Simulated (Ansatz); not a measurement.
# TaAl: the cost of one run

Computed with Ansatz 0.2.0 (DFT PBE, scalar-relativistic, plane waves, PAW, unless a step's input says otherwise).

1 further run of the same task is left out (it didn't finish).

## Step 1: The structure to begin with

Symmetry: F-43m, No. 216, cubic system. Conventional cell: a = 4.715 Å, b = 4.715 Å, c = 4.715 Å, α = 90.00°, β = 90.00°, γ = 90.00°. Around Ta (site symmetry -43m) lie 4 Al at 2.04 Å. Al (site symmetry -43m) is surrounded by 4 Ta at 2.04 Å.

As a file:

```cif
data_structure
_symmetry_space_group_name_H-M 'P 1'
_symmetry_Int_Tables_number 1
_cell_length_a 3.3343
_cell_length_b 3.3343
_cell_length_c 3.3343
_cell_angle_alpha 60.000
_cell_angle_beta 60.000
_cell_angle_gamma 60.000
_cell_volume 26.21
loop_
_atom_site_label
_atom_site_type_symbol
_atom_site_fract_x
_atom_site_fract_y
_atom_site_fract_z
_atom_site_occupancy
Ta1 Ta 0.25000 0.25000 0.25000 1
Al1 Al 0.00000 0.00000 0.00000 1
```

The cell is invented: species swapped into a database cell of SiC (F-43m, No. 216), with Al on the Si sites and Ta on the C sites. The dimensions are guesses.

## Step 2: Probe: one point on a coarse mesh

Contents of input.yaml:

```yaml
crystal:
  lattice:
    - [0.0, 2.35769819, 2.35769819]
    - [2.35769819, 0.0, 2.35769819]
    - [2.35769819, 2.35769819, 0.0]
  atoms:
    - { symbol: Ta, position: [0.25, 0.25, 0.25] }
    - { symbol: Al, position: [0.0, 0.0, 0.0] }
basis:
  ecutwfc: 420
kpoints:
  mp_grid: { grid: [6, 6, 6] }
hamiltonian:
  xc: pbe
scf:
  occupations: { method: gaussian, width: 0.1 }
  lower_state_search: "off"
output:
  forces: true
  stress: true
  eigenvalues: true
```

The run is started by

```sh
ansatz run input.yaml --threads 1 --pin off --max-ram 2560MiB --backend cpu --events-out ev --progress --plain --runs-dir out
```

Q: Estimate wall time and peak memory on 1 thread of Intel Xeon Platinum 8488C (Sapphire Rapids), shared host.

About 1.1 s, with a peak of 0.33 GiB.
